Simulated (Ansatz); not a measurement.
# C6H3F3: energies up the ladder, part 2 of 2

Wanted for C6H3F3: energies up the ladder.

Ansatz 0.2.0, Gaussian bases. The steps go on from the part before.

### Step 5. Frequencies, PBE0-D4/def2-SVP

input.yaml reads:

```yaml
crystal:
  periodic: [false, false, false]
  atoms:
    - { symbol: F, position_ang: [-2.25996795, 0.8610672, 0.00914982] }
    - { symbol: C, position_ang: [-1.20016459, 0.06600248, -0.0174141] }
    - { symbol: C, position_ang: [-1.34949713, -1.31231468, -0.09730635] }
    - { symbol: C, position_ang: [-0.2137443, -2.11897904, -0.12325667] }
    - { symbol: C, position_ang: [1.0600986, -1.55700958, -0.07006099] }
    - { symbol: C, position_ang: [1.18910896, -0.17662734, 0.00957777] }
    - { symbol: F, position_ang: [2.38622547, 0.38924297, 0.06172027] }
    - { symbol: C, position_ang: [0.06546333, 0.64829006, 0.03676963] }
    - { symbol: F, position_ang: [0.19796783, 1.96156162, 0.11271527] }
    - { symbol: H, position_ang: [-2.35727935, -1.72827494, -0.13778319] }
    - { symbol: H, position_ang: [-0.32313327, -3.20315152, -0.18595149] }
    - { symbol: H, position_ang: [1.9643524, -2.16713725, -0.08891998] }
basis:
  gaussian: { orbitals: def2-SVP }
hamiltonian:
  xc: pbe0
  dispersion: d4
phonons: {}
```

Launch:

```sh
> ansatz run input.yaml --threads 4 --pin off --max-ram 10240MiB --backend cpu --events-out ev --progress --plain --runs-dir out
```

The log of the run, shortened:

```text
Warning: RAYON_NUM_THREADS=4 ignored (pool sized by the plan → 4); use --threads N
[...]
Functional definition: PBE0
[...]
1594 factors; integrals over basis functions are off by at most 4.1e-4 eV
[...]
mean field -14394.82894522 eV, -529.0002065715 hartree, gradient 6.4e-5 eV, S^2 0.000000; 0 other end points of the search recorded, 0 dependent functions left out
[...]
reference -14394.82896475 eV, -529.0002072889 hartree; 33, 33 occupied and 108, 108 virtual orbitals, 1594 factors
[...]
1594 factors; integrals over basis functions are off by at most 4.1e-4 eV
mean field -14394.82882013 eV, -529.0002019744 hartree, gradient 2.1e-6 eV, S^2 0.000000; 0 other end points of the search recorded, 0 dependent functions left out
[...]
reference -14394.82883966 eV, -529.0002026919 hartree; 33, 33 occupied and 108, 108 virtual orbitals, 1594 factors
[...]
1594 factors; integrals over basis functions are off by at most 4.1e-4 eV
[...]
Atom 5 at     1.189109    -0.176627     0.009578 Å, force    -0.000347     0.000604     0.000287 eV/Å
Atom 6 at     2.386225     0.389243     0.061720 Å, force     0.000023    -0.000027    -0.000103 eV/Å
Atom 7 at     0.065463     0.648290     0.036770 Å, force    -0.000098    -0.000976    -0.000056 eV/Å
Atom 8 at     0.197968     1.961562     0.112715 Å, force    -0.000007    -0.000066    -0.000004 eV/Å
Atom 9 at    -2.357279    -1.728275    -0.137783 Å, force    -0.000132    -0.000063    -0.000023 eV/Å
Atom 10 at    -0.323133    -3.203152    -0.185951 Å, force    -0.000020    -0.000195    -0.000011 eV/Å
Atom 11 at     1.964352    -2.167137    -0.088920 Å, force     0.000117    -0.000090     0.000014 eV/Å
Dipole moment:    -0.054265    -0.537825    -0.031102 e Å
Vibrations: 154.71 258.96 273.71 309.29 314.49 485.45 512.08 555.68 588.89 596.53 670.15 718.91 781.29 839.14 901.01 984.40 1071.23 1082.34 1163.09 1280.35 1300.07 1364.32 1398.28 1543.01 1600.91 1705.46 1708.07 3228.96 3243.73 3248.98 cm⁻¹, zero-point energy 2.100509 eV
```

Run time: 3.2 min. Hardware: 4 threads of Intel Xeon at 2.50GHz (Skylake/Cascade Lake), shared host; peak memory 0.44 GiB.

Harmonic frequencies (cm⁻¹; negative: imaginary): 155, 259, 274, 309, 314, 485, 512, 556, 589, 597, 670, 719, 781, 839, 901, 984, 1071, 1082, 1163, 1280, 1300, 1364, 1398, 1543, 1601, 1705, 1708, 3229, 3244, 3249.

### Step 6. Single point, PBE-D4/def2-TZVPP

input.yaml reads:

```yaml
crystal:
  periodic: [false, false, false]
  atoms:
    - { symbol: F, position_ang: [-2.25727869, 0.85639248, 0.00894818] }
    - { symbol: C, position_ang: [-1.19291457, 0.05936873, -0.01767859] }
    - { symbol: C, position_ang: [-1.34381604, -1.31045149, -0.09710811] }
    - { symbol: C, position_ang: [-0.21301376, -2.11173948, -0.12284039] }
    - { symbol: C, position_ang: [1.05490512, -1.55404228, -0.06998269] }
    - { symbol: C, position_ang: [1.18068094, -0.18167062, 0.00916372] }
    - { symbol: F, position_ang: [2.38265776, 0.38520532, 0.06141659] }
    - { symbol: C, position_ang: [0.06457688, 0.63950666, 0.03626276] }
    - { symbol: F, position_ang: [0.19738938, 1.95583542, 0.11238599] }
    - { symbol: H, position_ang: [-2.34226222, -1.7263799, -0.13742583] }
    - { symbol: H, position_ang: [-0.32151289, -3.18709186, -0.18502363] }
    - { symbol: H, position_ang: [1.95001811, -2.16226299, -0.08887801] }
basis:
  gaussian: { orbitals: def2-TZVPP }
hamiltonian:
  xc: pbe
  dispersion: d4
```

Launch:

```sh
> ansatz run input.yaml --threads 4 --pin off --max-ram 10240MiB --backend cpu --events-out ev --progress --plain --runs-dir out
```

The log of the run:

```text
Warning: RAYON_NUM_THREADS=4 ignored (pool sized by the plan → 4); use --threads N
Engine: ansatz 0.2.0, x86_64-unknown-linux-gnu
Functional definition: PBE
  parameter kappa = 0.804
  parameter beta = 0.06672455060314922
  exchange = pbe_x(kappa = kappa, mu = beta*pi^2/3)
  correlation = pbe_c(beta = beta)
1725 factors; their error is unknown
mean field evaluation 1: about -14397.7472 eV, gradient 7.6e1 eV
mean field evaluation 2: about -14371.8664 eV, gradient 1.2e2 eV
mean field evaluation 4: about -14410.8209 eV, gradient 1.2e1 eV
mean field evaluation 8: about -14411.2108 eV, gradient 1.9e-1 eV
mean field evaluation 16: about -14411.1666 eV, gradient 2.3e-2 eV
mean field -14411.16662121 eV, -529.6006050899 hartree, gradient 8.1e-5 eV, S^2 0.000000; 0 other end points of the search recorded, 0 dependent functions left out
reference -14411.16665665 eV, -529.6006063923 hartree; 33, 33 occupied and 288, 288 virtual orbitals, 1725 factors
Total energy: -14411.49480164 eV, -529.6126654982 hartree
```

Wall time 7.8 s (4 threads of Intel Xeon at 2.50GHz (Skylake/Cascade Lake), shared host); peak memory 0.51 GiB.

### Step 7. Single point, r2SCAN-D4/def2-TZVPP

input.yaml, as its differences from that of step 6:

```diff
@@ -18,3 +18,3 @@
 hamiltonian:
-  xc: pbe
+  xc: r2scan
   dispersion: d4
```

Launch:

```sh
> ansatz run input.yaml --threads 4 --pin off --max-ram 10240MiB --backend cpu --events-out ev --progress --plain --runs-dir out
```

The log of the run:

```text
Warning: RAYON_NUM_THREADS=4 ignored (pool sized by the plan → 4); use --threads N
Engine: ansatz 0.2.0, x86_64-unknown-linux-gnu
Functional definition: r2SCAN
  parameter k0 = 0.174
  parameter k1 = 0.065
  parameter a1 = 4.9479
  exchange = r2scan_x(k0 = k0, k1 = k1, a1 = a1)
  correlation = r2scan_c
1725 factors; their error is unknown
mean field evaluation 1: about -14409.3125 eV, gradient 6.8e1 eV
mean field evaluation 2: about -14396.5019 eV, gradient 9.4e1 eV
mean field evaluation 4: about -14419.6847 eV, gradient 7.4e0 eV
mean field evaluation 8: about -14419.8422 eV, gradient 3.1e-1 eV
mean field evaluation 16: about -14419.7945 eV, gradient 1.7e-3 eV
mean field -14419.79447017 eV, -529.9176726911 hartree, gradient 3.2e-5 eV, S^2 0.000000; 0 other end points of the search recorded, 0 dependent functions left out
reference -14419.79448003 eV, -529.9176730533 hartree; 33, 33 occupied and 288, 288 virtual orbitals, 1725 factors
Total energy: -14419.87773566 eV, -529.9207326413 hartree
```

Run time: 12 s. Hardware: 4 threads of Intel Xeon at 2.50GHz (Skylake/Cascade Lake), shared host; peak memory 0.54 GiB.

### Step 8. Single point, B3LYP-D4/def2-TZVPP

input.yaml, as its differences from that of step 7:

```diff
@@ -18,3 +18,3 @@
 hamiltonian:
-  xc: r2scan
+  xc: { name: B3LYP }
   dispersion: d4
```

Launch:

```sh
> ansatz run input.yaml --threads 4 --pin off --max-ram 10240MiB --backend cpu --events-out ev --progress --plain --runs-dir out
```

The log of the run:

```text
Warning: RAYON_NUM_THREADS=4 ignored (pool sized by the plan → 4); use --threads N
Engine: ansatz 0.2.0, x86_64-unknown-linux-gnu
Functional definition: B3LYP
  parameter a0 = 0.2
  parameter ax = 0.72
  parameter ac = 0.81
  exchange = (1 - a0 - ax)*slater_x + ax*b88_x + a0*exact_x
  correlation = (1 - ac)*vwn_rpa_c + ac*lyp_c
1725 factors; their error is unknown
mean field evaluation 1: about -14417.4197 eV, gradient 6.4e1 eV
mean field evaluation 2: about -14410.8211 eV, gradient 7.9e1 eV
mean field evaluation 4: about -14426.5512 eV, gradient 5.3e0 eV
mean field evaluation 8: about -14426.6306 eV, gradient 7.1e-1 eV
mean field evaluation 16: about -14426.6313 eV, gradient 7.6e-5 eV
mean field -14426.63132491 eV, -530.1689224686 hartree, gradient 7.6e-5 eV, S^2 0.000000; 0 other end points of the search recorded, 0 dependent functions left out
reference -14426.63157257 eV, -530.1689315700 hartree; 33, 33 occupied and 288, 288 virtual orbitals, 1725 factors
Total energy: -14427.15690700 eV, -530.1882372541 hartree
```

Run time: 10 s. Hardware: 4 threads of Intel Xeon at 2.50GHz (Skylake/Cascade Lake), shared host; peak memory 0.81 GiB.

### Step 9. Single point, wB97M-V/def2-TZVPP

input.yaml, as its differences from that of step 8:

```diff
@@ -18,3 +18,2 @@
 hamiltonian:
-  xc: { name: B3LYP }
-  dispersion: d4
+  xc: { name: wB97M-V }
```

Launch:

```sh
> ansatz run input.yaml --threads 4 --pin off --max-ram 10240MiB --backend cpu --events-out ev --progress --plain --runs-dir out
```

The log of the run, shortened:

```text
Warning: RAYON_NUM_THREADS=4 ignored (pool sized by the plan → 4); use --threads N
[...]
Functional definition: wB97M-V
[...]
  gx(w, u) = 1 - cx + cx01*u + cx10*w
  gss(w, u) = css00 + css04*u^4 + css10*w + css20*w^2 + css43*w^4*u^3
  gos(w, u) = cos00 + cos10*w + (cos20 + cos21*u)*w^2 + (cos60 + cos61*u)*w^6
[...]
      + integral(e_c_pw_mod_opposite_spin*gos(b97_w_opposite, b97_u_opposite)) + vv10(b, c)
1725 factors; their error is unknown
377 factors; integrals over basis functions are off by at most 8.9e-6 eV
[...]
mean field -14422.54251488 eV, -530.0186614716 hartree, gradient 1.2e-5 eV, S^2 0.000000; 0 other end points of the search recorded, 0 dependent functions left out
reference -14422.54255688 eV, -530.0186630150 hartree; 33, 33 occupied and 288, 288 virtual orbitals, 1725 factors
Total energy: -14422.54255688 eV, -530.0186630150 hartree
```

Wall time 25 s (4 threads of Intel Xeon at 2.50GHz (Skylake/Cascade Lake), shared host); peak memory 1.1 GiB.

### Step 10. Single point, B2PLYP/def2-TZVPP

input.yaml, as its differences from that of step 9:

```diff
@@ -18,2 +18,2 @@
 hamiltonian:
-  xc: { name: wB97M-V }
+  xc: { name: B2PLYP }
```

Launch:

```sh
> ansatz run input.yaml --threads 4 --pin off --max-ram 10240MiB --backend cpu --events-out ev --progress --plain --runs-dir out
```

The log of the run, shortened:

```text
Warning: RAYON_NUM_THREADS=4 ignored (pool sized by the plan → 4); use --threads N
[...]
Functional definition: B2PLYP
[...]
2054 factors; integrals over basis functions are off by at most 1.0e-3 eV
[...]
mean field -14402.20613275 eV, -529.2713132126 hartree, gradient 5.0e-6 eV, S^2 0.000000; 0 other end points of the search recorded, 0 dependent functions left out
9 core orbitals not correlated: weight in the atoms' cores, before any rotation towards them, 1.000 or more for the frozen orbitals, at most 0.000 for the correlated occupied ones
reference -14402.20629054 eV, -529.2713190115 hartree; 24, 24 occupied and 288, 288 virtual orbitals, 2054 factors
second order -54.27563060 eV of doubles, -0.00000000 eV of singles
Total energy: -14416.86071081 eV, -529.8098590229 hartree
```

It took 27 s on 4 threads of Intel Xeon at 2.50GHz (Skylake/Cascade Lake), shared host; peak memory 1.2 GiB.

### Step 11. Single point, PBE0-D4/def2-TZVPP

input.yaml, as its differences from that of step 10:

```diff
@@ -18,2 +18,3 @@
 hamiltonian:
-  xc: { name: B2PLYP }
+  xc: pbe0
+  dispersion: d4
```

Launch:

```sh
> ansatz run input.yaml --threads 4 --pin off --max-ram 10240MiB --backend cpu --events-out ev --progress --plain --runs-dir out
```

The log of the run:

```text
Warning: RAYON_NUM_THREADS=4 ignored (pool sized by the plan → 4); use --threads N
Engine: ansatz 0.2.0, x86_64-unknown-linux-gnu
Functional definition: PBE0
  parameter a = 0.25
  parameter kappa = 0.804
  parameter beta = 0.06672455060314922
  exchange = (1 - a)*pbe_x(kappa = kappa, mu = beta*pi^2/3) + a*exact_x
  correlation = pbe_c(beta = beta)
1725 factors; their error is unknown
mean field evaluation 1: about -14403.9186 eV, gradient 5.8e1 eV
mean field evaluation 2: about -14400.0464 eV, gradient 6.7e1 eV
mean field evaluation 4: about -14411.4028 eV, gradient 4.0e0 eV
mean field evaluation 8: about -14411.4741 eV, gradient 6.8e-1 eV
mean field evaluation 16: about -14411.4747 eV, gradient 4.2e-5 eV
mean field -14411.47468854 eV, -529.6119263553 hartree, gradient 4.2e-5 eV, S^2 0.000000; 0 other end points of the search recorded, 0 dependent functions left out
reference -14411.47471482 eV, -529.6119273211 hartree; 33, 33 occupied and 288, 288 virtual orbitals, 1725 factors
Total energy: -14411.75012966 eV, -529.6220486300 hartree
```

Wall time 9.4 s (4 threads of Intel Xeon at 2.50GHz (Skylake/Cascade Lake), shared host); peak memory 0.81 GiB.

### Step 12. Single point, LDA/def2-TZVPP

input.yaml, as its differences from that of step 11:

```diff
@@ -18,3 +18,2 @@
 hamiltonian:
-  xc: pbe0
-  dispersion: d4
+  xc: lda
```

Launch:

```sh
> ansatz run input.yaml --threads 4 --pin off --max-ram 10240MiB --backend cpu --events-out ev --progress --plain --runs-dir out
```

The log of the run:

```text
Warning: RAYON_NUM_THREADS=4 ignored (pool sized by the plan → 4); use --threads N
Engine: ansatz 0.2.0, x86_64-unknown-linux-gnu
Functional definition: SPW92
  exchange = slater_x
  correlation = pw_c
1725 factors; their error is unknown
mean field evaluation 1: about -14303.7991 eV, gradient 7.9e1 eV
mean field evaluation 2: about -14273.8088 eV, gradient 1.3e2 eV
mean field evaluation 4: about -14317.7993 eV, gradient 1.4e1 eV
mean field evaluation 8: about -14318.2783 eV, gradient 2.1e-1 eV
mean field evaluation 16: about -14318.2372 eV, gradient 2.9e-3 eV
mean field -14318.23719228 eV, -526.1855115665 hartree, gradient 2.4e-5 eV, S^2 0.000000; 0 other end points of the search recorded, 0 dependent functions left out
reference -14318.23722501 eV, -526.1855127692 hartree; 33, 33 occupied and 288, 288 virtual orbitals, 1725 factors
Total energy: -14318.23722501 eV, -526.1855127692 hartree
```

Wall time 4.5 s (4 threads of Intel Xeon at 2.50GHz (Skylake/Cascade Lake), shared host); peak memory 0.5 GiB.

### Step 13. Single point, PBE0-D4/def2-SVP

input.yaml, as its differences from that of step 12:

```diff
@@ -16,4 +16,5 @@
 basis:
-  gaussian: { orbitals: def2-TZVPP }
+  gaussian: { orbitals: def2-SVP }
 hamiltonian:
-  xc: lda
+  xc: pbe0
+  dispersion: d4
```

Launch:

```sh
> ansatz run input.yaml --threads 4 --pin off --max-ram 10240MiB --backend cpu --events-out ev --progress --plain --runs-dir out
```

The log of the run:

```text
Warning: RAYON_NUM_THREADS=4 ignored (pool sized by the plan → 4); use --threads N
Engine: ansatz 0.2.0, x86_64-unknown-linux-gnu
Functional definition: PBE0
  parameter a = 0.25
  parameter kappa = 0.804
  parameter beta = 0.06672455060314922
  exchange = (1 - a)*pbe_x(kappa = kappa, mu = beta*pi^2/3) + a*exact_x
  correlation = pbe_c(beta = beta)
1566 factors; their error is unknown
mean field evaluation 1: about -14389.6850 eV, gradient 4.6e1 eV
mean field evaluation 2: about -14387.1280 eV, gradient 5.4e1 eV
mean field evaluation 4: about -14394.8160 eV, gradient 2.4e0 eV
mean field evaluation 8: about -14394.8294 eV, gradient 5.6e-2 eV
mean field evaluation 16: about -14394.8128 eV, gradient 5.6e-5 eV
mean field -14394.81278530 eV, -528.9996127051 hartree, gradient 5.6e-5 eV, S^2 0.000000; 0 other end points of the search recorded, 0 dependent functions left out
reference -14394.81280467 eV, -528.9996134172 hartree; 33, 33 occupied and 108, 108 virtual orbitals, 1566 factors
Total energy: -14395.08821952 eV, -529.0097347261 hartree
```

Wall time 3.4 s (4 threads of Intel Xeon at 2.50GHz (Skylake/Cascade Lake), shared host); peak memory 0.32 GiB.

### Step 14. Single point, PBE-D4/def2-SVP

input.yaml, as its differences from that of step 13:

```diff
@@ -18,3 +18,3 @@
 hamiltonian:
-  xc: pbe0
+  xc: pbe
   dispersion: d4
```

Launch:

```sh
> ansatz run input.yaml --threads 4 --pin off --max-ram 10240MiB --backend cpu --events-out ev --progress --plain --runs-dir out
```

The log of the run:

```text
Warning: RAYON_NUM_THREADS=4 ignored (pool sized by the plan → 4); use --threads N
Engine: ansatz 0.2.0, x86_64-unknown-linux-gnu
Functional definition: PBE
  parameter kappa = 0.804
  parameter beta = 0.06672455060314922
  exchange = pbe_x(kappa = kappa, mu = beta*pi^2/3)
  correlation = pbe_c(beta = beta)
1566 factors; their error is unknown
mean field evaluation 1: about -14385.2449 eV, gradient 5.9e1 eV
mean field evaluation 2: about -14369.6399 eV, gradient 9.5e1 eV
mean field evaluation 4: about -14394.4303 eV, gradient 7.0e0 eV
mean field evaluation 8: about -14394.5660 eV, gradient 1.7e-1 eV
mean field evaluation 16: about -14394.4530 eV, gradient 1.2e-4 eV
mean field -14394.45300383 eV, -528.9863909800 hartree, gradient 2.6e-5 eV, S^2 0.000000; 0 other end points of the search recorded, 0 dependent functions left out
reference -14394.45302824 eV, -528.9863918773 hartree; 33, 33 occupied and 108, 108 virtual orbitals, 1566 factors
Total energy: -14394.78117323 eV, -528.9984509832 hartree
```

Run time: 2.6 s. Hardware: 4 threads of Intel Xeon at 2.50GHz (Skylake/Cascade Lake), shared host; peak memory 0.2 GiB.

### Step 15. The levels compared

| level | F1–C2 (Å) | C2–C3 (Å) | C2–C8 (Å) | rotational constants (MHz) | dipole (D) | highest frequency (cm⁻¹) | CPU time |
| --- | --- | --- | --- | --- | --- | --- | --- |
| PBE0-D4/def2-TZVP | 1.3300 | 1.3804 | 1.3859 | 2341.9, 1772.9, 1009 | 2.72 | - | 6.3 min |
| PBE0-D4/def2-SVP | 1.3251 | 1.3887 | 1.3942 | 2326.5, 1763.8, 1003.2 | 2.60 | 3249 | 2.4 min |

Constants are for the commonest isotopes at the equilibrium geometry; times are CPU times of the relaxations.

### Step 16. Total energies

| level | energy (eV) | CPU time |
| --- | --- | --- |
| PBE-D4/def2-TZVPP | -14411.4948 | 25 s |
| r2SCAN-D4/def2-TZVPP | -14419.8777 | 41 s |
| B3LYP-D4/def2-TZVPP | -14427.1569 | 36 s |
| wB97M-V/def2-TZVPP | -14422.5426 | 92 s |
| B2PLYP/def2-TZVPP | -14416.8607 | 99 s |
| PBE0-D4/def2-TZVPP | -14411.7501 | 33 s |
| LDA/def2-TZVPP | -14318.2372 | 14 s |
| PBE0-D4/def2-SVP | -14395.0882 | 12 s |
| PBE-D4/def2-SVP | -14394.7812 | 9 s |

### Step 17. Outcome

The summary covers parts 1 to 2.

```
                       quantity             value
      F1–C2 at PBE0-D4/def2-SVP           1.325 Å
      C2–C3 at PBE0-D4/def2-SVP           1.389 Å
      C2–C8 at PBE0-D4/def2-SVP           1.394 Å
frequencies at PBE0-D4/def2-SVP  155 to 3249 cm⁻¹
      energy at PBE-D4/def2-SVP     -14394.781 eV
```

In words: The F1–C2 distance spreads over 0.005 Å, from PBE0-D4/def2-SVP (shortest) to PBE0-D4/def2-TZVP. No mode is imaginary, so the geometry is a minimum. These totals serve in differences with atoms or fragments at the same level; alone they don't rank the methods.
